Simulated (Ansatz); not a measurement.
# AsH4N, SMILES N[AsH2]: the energy of protonation at one site

Program: Ansatz 0.2.0 through its Python package.

The script, `pa.py`:
```python
# -*- coding: utf-8 -*-
"""Adding a proton to AsH4N."""

import warnings

import ansatz as az
import numpy as np

GEOMETRY = """
N    -0.30740   -0.97870   -0.06520
As   -0.60820    0.94930   -0.13300
H     0.63860   -1.11010   -0.15850
H    -0.58050   -1.23850    0.86920
H     0.31410    1.09250   -1.40860
H     0.58540    1.22160    0.85000
"""

warnings.simplefilter("ignore", az.DeckWarning)

geometry = az.Crystal.molecule()
for line in GEOMETRY.strip().splitlines():
    symbol, *xyz = line.split()
    geometry = geometry.atom(symbol, [float(v) for v in xyz])

setup = (
    geometry.calculation()
    .basis(gaussian="def2-TZVP")
    .functional("HF")
)
symbols = [site.symbol for site in geometry.cartesian_sites]
start = np.array([site.position_ang for site in geometry.cartesian_sites], dtype=float)
r = setup.relax(force_tolerance=0.01, max_steps=100).run(threads=1).report
end = np.array(r["positions_ang"])

# put the proton on the side away from the neighbours, slightly off axis
away = sum((end[0] - end[j]) / np.linalg.norm(end[0] - end[j]) for j in [1, 2, 3]) + np.array([0.15, 0.1, -0.2])
proton = end[0] + 1.0 * away / np.linalg.norm(away)
acid = az.Crystal.molecule()
for symbol, place in zip(symbols, end):
    acid = acid.atom(symbol, place.tolist())
acid = acid.atom("H", proton.tolist())
protonated = (
    acid.calculation()
    .basis(gaussian="def2-TZVP")
    .functional("HF")
    .charge(1)
    .relax(force_tolerance=0.01, max_steps=80)
)
after = protonated.run(threads=1).report
xyz = np.array(after["positions_ang"])
reach = np.linalg.norm(xyz[:-1] - xyz[-1], axis=1)
print(f"base {r['free_energy_ev']:.5f} eV, protonated {after['free_energy_ev']:.5f} eV")
print(f"the proton ends {reach.min():.3f} A from {symbols[reach.argmin()]}{reach.argmin()}")
print(f"electronic proton affinity {(r['free_energy_ev'] - after['free_energy_ev']):.3f} eV")
```

Output of `python pa.py`:
```text
base -62341.00487 eV, protonated -62350.71982 eV
the proton ends 1.008 A from N0
electronic proton affinity 9.715 eV
```

Reading the output:
- Total energies depend on the basis set; only differences at equal settings carry meaning.
- The proton is put on one chosen atom, which needn't be the most basic site, so the molecule's proton affinity can be higher; the ends are stationary points, not checked by frequencies, and zero-point and thermal terms count only where printed.
- Hartree-Fock leaves correlation out, so bond, atomisation and ionisation energies come out well too low.
- Run time: 28 s on 1 thread of AMD EPYC 7B13 (Zen 3) (shared host), peak memory 0.26 GiB.
